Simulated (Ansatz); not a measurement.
# FGaH2Se: small, medium and large basis sets

One table from this session's results is given with a row withheld; the runs are named, their logs left out.

Program: Ansatz 0.2.0, Gaussian basis. Level of theory: one geometry, several basis sets. These are calculated values, not measurements.

The runs, in order: PBE0-D4/def2-SVP; ωB97M-V/def2-SVP; PBE0-D4/def2-QZVPP; ωB97M-V/def2-QZVPP; the functionals' def2-TZVPP values are taken from earlier runs.

**The relaxed structure**

An earlier PBE0-D4 in a triple-zeta def2 set relaxation fixed the geometry.

5 atoms, charge 0, spin multiplicity 1.

Atoms are counted from 1 here; the program's logs count them from 0.

Bond lengths: F1–Ga2 1.754 Å, Ga2–Se3 2.307 Å, Ga2–H4 1.550 Å, Se3–H5 1.470 Å. Angles: F1–Ga2–Se3 112.0°, F1–Ga2–H4 118.1°, Se3–Ga2–H4 129.8°, Ga2–Se3–H5 91.4°.

The first run:

in.yaml

```yaml
crystal:
  periodic: [false, false, false]
  atoms:
    - {symbol: F, position_ang: [-2.202393, -0.060518, -0.216473]}
    - {symbol: Ga, position_ang: [-0.495328, -0.397775, 0.003928]}
    - {symbol: Se, position_ang: [0.793379, 1.506781, -0.177017]}
    - {symbol: H, position_ang: [-0.069046, -1.862180, 0.280612]}
    - {symbol: H, position_ang: [2.023188, 0.740093, 0.067649]}
basis:
  gaussian: {orbitals: def2-SVP}
hamiltonian: {xc: pbe0, dispersion: d4}
output: {orbitals: {seedname: orbitals}}
```

The run is started by

```bash
$ ansatz run in.yaml --threads 2 --pin off --events-out ev --progress --plain --max-ram 31744MiB --backend cpu
```

Steps of the session up to this table: PBE0-D4 in def2-SVP; ωB97M-V in def2-SVP; PBE0-D4 in def2-QZVPP; ωB97M-V in def2-QZVPP.

One table of the session follows, with a row left open; its other results are not shown here.

It belongs to the step «Density functionals: the series». 

| functional | basis | HOMO (eV) |
| --- | --- | --- |
| PBE0-D4 | def2-SVP | -7.58 |
| PBE0-D4 | def2-TZVPP | -7.68 |
| PBE0-D4 | def2-QZVPP | ? |
| ωB97M-V | def2-SVP | -9.68 |
| ωB97M-V | def2-TZVPP | -9.81 |
| ωB97M-V | def2-QZVPP | -9.83 |

Estimate the missing values for PBE0-D4, def2-QZVPP.

As computed: HOMO (eV): -7.70. In the column «HOMO (eV)» it lies between ωB97M-V, def2-SVP (-9.68) and PBE0-D4, def2-TZVPP (-7.68).
